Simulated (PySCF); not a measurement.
# Cr: excitation energy in x2c-QZVPPall plus 1 even-tempered diffuse shell per l

Wanted: the excitation energy of chromium, up a ladder of methods.

Program: PySCF 2.14.0. Level of theory: unrestricted determinants in a Gaussian basis, no spin-orbit coupling in the energies. These are calculated values, not measurements, unless marked.

### 1 Starting point

| Item | Value |
| --- | --- |
| Element | chromium (Z = 24) |
| Basis | x2c-QZVPPall with one added diffuse shell each of s, p, d, f, g type (12s8p6d4f3g, 121 functions) |
| Hamiltonian | the spin-free X2C one-electron Hamiltonian (Gaussian nucleus) |
| State 1 | Cr: [Ar] 3d5 4p1, high-spin 7P determinant (an excited configuration) |
| Needed too, but not shown | Cr [Ar] 3d5 4s1 (7S) |
| Methods | UHF, LDA, PBE, PBE0, r2SCAN, TPSS, M06-2X, MP2 |
| Core shells frozen in the correlated runs | valence: [Ar]; valence and next inner shell: [Ne] (for Cr) |

The outer shells:

Cr [Ar] 3d5 4p1
```
[Ar] core
3d [↑ ][↑ ][↑ ][↑ ][↑ ]
4p [↑ ][  ][  ]
```

One driver process ran all states and methods and kept the integrals in memory. Each run is shown as a PySCF script that sums up its settings (the driver passes frozen orbitals as a list and adds second-order terms of double hybrids); the logs are those of the runs themselves. The driver starts from symmetry-adapted Hartree-Fock orbitals, holds the occupation by maximum overlap and uses a logarithmic radial grid for functionals, so a plain start would take other cycles.

The integrals over 121 functions and the set-up took 3.2 s of CPU time.

### 2 Cr [Ar] 3d5 4p1: the ladder of methods

UHF:

Contents of input.py:

```python
from pyscf import gto, scf, dft, mp, cc
import basis_set_exchange as bse
mol = gto.M(atom="Cr 0 0 0", charge=0, spin=6, symmetry="D2h",
            basis=gto.basis.parse(bse.get_basis("x2c-QZVPPall", elements=["Cr"], fmt="nwchem", augment_diffuse=1)),
            nucmod="G")
mf = scf.UHF(mol).sfx2c1e()
mf.irrep_nelec = {'Ag': (5, 3), 'B1g': (1, 0), 'B2g': (1, 0), 'B3g': (1, 0), 'B1u': (2, 2), 'B2u': (3, 2), 'B3u': (2, 2)}
mf.kernel()
```

LDA:

Changes to input.py:

```diff
@@ -5,3 +5,3 @@
             nucmod="G")
-mf = scf.UHF(mol).sfx2c1e()
+mf = dft.UKS(mol, xc="LDA,VWN").sfx2c1e()
 mf.irrep_nelec = {'Ag': (5, 3), 'B1g': (1, 0), 'B2g': (1, 0), 'B3g': (1, 0), 'B1u': (2, 2), 'B2u': (3, 2), 'B3u': (2, 2)}
```

PBE:

Changes to input.py:

```diff
@@ -5,3 +5,3 @@
             nucmod="G")
-mf = dft.UKS(mol, xc="LDA,VWN").sfx2c1e()
+mf = dft.UKS(mol, xc="PBE").sfx2c1e()
 mf.irrep_nelec = {'Ag': (5, 3), 'B1g': (1, 0), 'B2g': (1, 0), 'B3g': (1, 0), 'B1u': (2, 2), 'B2u': (3, 2), 'B3u': (2, 2)}
```

PBE0:

Changes to input.py:

```diff
@@ -5,3 +5,3 @@
             nucmod="G")
-mf = dft.UKS(mol, xc="PBE").sfx2c1e()
+mf = dft.UKS(mol, xc="PBE0").sfx2c1e()
 mf.irrep_nelec = {'Ag': (5, 3), 'B1g': (1, 0), 'B2g': (1, 0), 'B3g': (1, 0), 'B1u': (2, 2), 'B2u': (3, 2), 'B3u': (2, 2)}
```

r2SCAN:

Changes to input.py:

```diff
@@ -5,3 +5,3 @@
             nucmod="G")
-mf = dft.UKS(mol, xc="PBE0").sfx2c1e()
+mf = dft.UKS(mol, xc="R2SCAN").sfx2c1e()
 mf.irrep_nelec = {'Ag': (5, 3), 'B1g': (1, 0), 'B2g': (1, 0), 'B3g': (1, 0), 'B1u': (2, 2), 'B2u': (3, 2), 'B3u': (2, 2)}
```

TPSS:

Changes to input.py:

```diff
@@ -5,3 +5,3 @@
             nucmod="G")
-mf = dft.UKS(mol, xc="R2SCAN").sfx2c1e()
+mf = dft.UKS(mol, xc="TPSS").sfx2c1e()
 mf.irrep_nelec = {'Ag': (5, 3), 'B1g': (1, 0), 'B2g': (1, 0), 'B3g': (1, 0), 'B1u': (2, 2), 'B2u': (3, 2), 'B3u': (2, 2)}
```

M06-2X:

Changes to input.py:

```diff
@@ -5,3 +5,3 @@
             nucmod="G")
-mf = dft.UKS(mol, xc="TPSS").sfx2c1e()
+mf = dft.UKS(mol, xc="M062X").sfx2c1e()
 mf.irrep_nelec = {'Ag': (5, 3), 'B1g': (1, 0), 'B2g': (1, 0), 'B3g': (1, 0), 'B1u': (2, 2), 'B2u': (3, 2), 'B3u': (2, 2)}
```

MP2 (valence):

Changes to input.py:

```diff
@@ -5,4 +5,5 @@
             nucmod="G")
-mf = dft.UKS(mol, xc="M062X").sfx2c1e()
+mf = scf.UHF(mol).sfx2c1e()
 mf.irrep_nelec = {'Ag': (5, 3), 'B1g': (1, 0), 'B2g': (1, 0), 'B3g': (1, 0), 'B1u': (2, 2), 'B2u': (3, 2), 'B3u': (2, 2)}
 mf.kernel()
+mp.UMP2(mf, frozen=9).kernel()
```

MP2 (valence and next inner shell):

Changes to input.py:

```diff
@@ -8,2 +8,2 @@
 mf.kernel()
-mp.UMP2(mf, frozen=9).kernel()
+mp.UMP2(mf, frozen=5).kernel()
```

What does the calculation give?

**Answer**, as computed:

```
                            quantity                                                                    value
excitation energy, Cr → [Ar] 3d5 4p1  UHF 2.682, MP2 (valence and next inner shell) 3.094 eV; reference 2.903
```

Each level's miss (mean over 1 difference):

```
                                method  mean absolute miss against the measured value (with the measured fine structure taken into account where it is known) (eV)
                                   UHF                                                                                                                       0.221
                                   LDA                                                                                                                       0.421
                                   PBE                                                                                                                       0.302
                                  PBE0                                                                                                                       0.146
                                  TPSS                                                                                                                       0.286
                                M06-2X                                                                                                                       0.088
                         MP2 (valence)                                                                                                                       0.024
                     SCS-MP2 (valence)                                                                                                                       0.139
    MP2 (valence and next inner shell)                                                                                                                       0.191
SCS-MP2 (valence and next inner shell)                                                                                                                       0.014
```

What this shows: SCS-MP2 (valence and next inner shell) lands nearest to the measured value (off by 0.01 eV), level with MP2 (valence); LDA misses by most (0.42 eV). PBE is off by +0.30 eV. All values hold for this basis alone; no basis-set limit was taken.
